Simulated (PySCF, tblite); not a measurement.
# C6H15GeN: geometry, infrared bands and NMR shifts

Aim: predict the infrared bands and NMR shifts of C6H15GeN (`C=[C](C)[Ge@@H]([CH3])[N](C)C`).

The runs use tblite 0.8.0 and PySCF 2.14.0, with density-fitted response routines of our own; the level of theory stands in each step. All values are computed, except where a source is named. Atoms count from 0, in the outputs and in this text.

## Step 1: The starting structure

23 atoms, charge 0, multiplicity 1; geometry from: force field or distance geometry start.

Bonds of the start (Å): C0–C1 1.36, C1–C2 1.48, C1–Ge3 1.90, Ge3–C4 1.93, Ge3–N5 1.86, N5–C6 1.45, N5–C7 1.46, C0–H8 1.11, C0–H9 1.09, C2–H10 1.11, C2–H11 1.11, C2–H12 1.12, Ge3–H13 1.56, C4–H14 1.12, C4–H15 1.09, C4–H16 1.11, C6–H17 1.11, C6–H18 1.11, C6–H19 1.12, C7–H20 1.13, C7–H21 1.11, C7–H22 1.08.

## Step 2: Relaxing the molecule with GFN2-xTB

Job settings and geometry (Å):

```
{"job": {"kind": "relax", "xc": "GFN2-xTB", "basis": "xTB"}, "charge": 0, "multiplicity": 1}
C      2.004900    -0.244500     1.974300
C      1.677700    -0.199100     0.658600
C      2.589000    -0.702700    -0.391500
Ge    -0.006800     0.535400     0.165000
C      0.269900     1.879300    -1.193700
N     -1.257500    -0.738000    -0.370300
C     -1.967000    -1.338100     0.742500
C     -2.262200     0.024100    -1.111300
H      1.279000     0.144500     2.713800
H      2.959000    -0.657500     2.313100
H      2.629800    -1.812500    -0.293700
H      2.234100    -0.438500    -1.412700
H      3.615900    -0.298500    -0.214000
H     -0.645900     1.280000     1.376600
H      1.356900     2.138600    -1.150500
H      0.061800     1.471400    -2.179200
H     -0.338300     2.766800    -0.933700
H     -1.493300    -1.130400     1.720700
H     -2.118500    -2.425400     0.580000
H     -3.002700    -0.902500     0.782900
H     -3.062600     0.326600    -0.369900
H     -1.793000     0.941800    -1.530500
H     -2.735000    -0.593600    -1.866500
```

Run with:

```bash
$ OMP_NUM_THREADS=1 python probes_run.py task.json out
```

The driver reads the jobs from task.json and runs them one after another.

**Question.** This job is followed by: GFN2-xTB harmonic vibrations, gas phase; GIAO PBE0/pcSseg-1 NMR shielding, non-relativistic, gas phase. What will the session give for the following? strongest single infrared mode (GFN2-xTB); zero-point energy (GFN2-xTB); 13C shifts against TMS (PBE0/pcSseg-1, means over atoms taken as alike); 1H shifts against TMS (PBE0/pcSseg-1, means over atoms taken as alike); 73Ge shifts against GeMe4 (PBE0/pcSseg-1); 15N shifts against NH3 (PBE0/pcSseg-1).

**Answer**, as computed:

```
                                                               quantity                                   value
                              strongest single infrared mode (GFN2-xTB)                   1728 cm⁻¹, 510 km/mol
                                           zero-point energy (GFN2-xTB)                          120.0 kcal/mol
13C shifts against TMS (PBE0/pcSseg-1, means over atoms taken as alike)      157.6, 132.5, 42.7, 25.5, -2.8 ppm
 1H shifts against TMS (PBE0/pcSseg-1, means over atoms taken as alike)  6.10, 5.66, 5.05, 2.56, 2.08, 0.41 ppm
                              73Ge shifts against GeMe4 (PBE0/pcSseg-1)                                   4 ppm
                                 15N shifts against NH3 (PBE0/pcSseg-1)                                26.4 ppm
```

Relaxing lowered the energy by 1.120 eV in 190 steps; the close pair that moved most is C1–Ge3, from 1.903 to 1.974 Å. No mode is imaginary among the 63: a minimum at this level. The strongest single mode, at 1728 cm⁻¹, moves mainly H13. Unscaled tight-binding wavenumbers are off by several per cent, some by more. Its intensities can rank the bands wrongly. The most deshielded carbon is C1 (fully substituted alkene carbon), at 157.6 ppm: an sp2 carbon of a C=C bond. At PBE0/pcSseg-1: The largest span, 247 ppm, is at C1, where the paramagnetic term is -237 ppm. Spin-orbit coupling is left out, which matters for shieldings and couplings at and beside the heavy atoms.
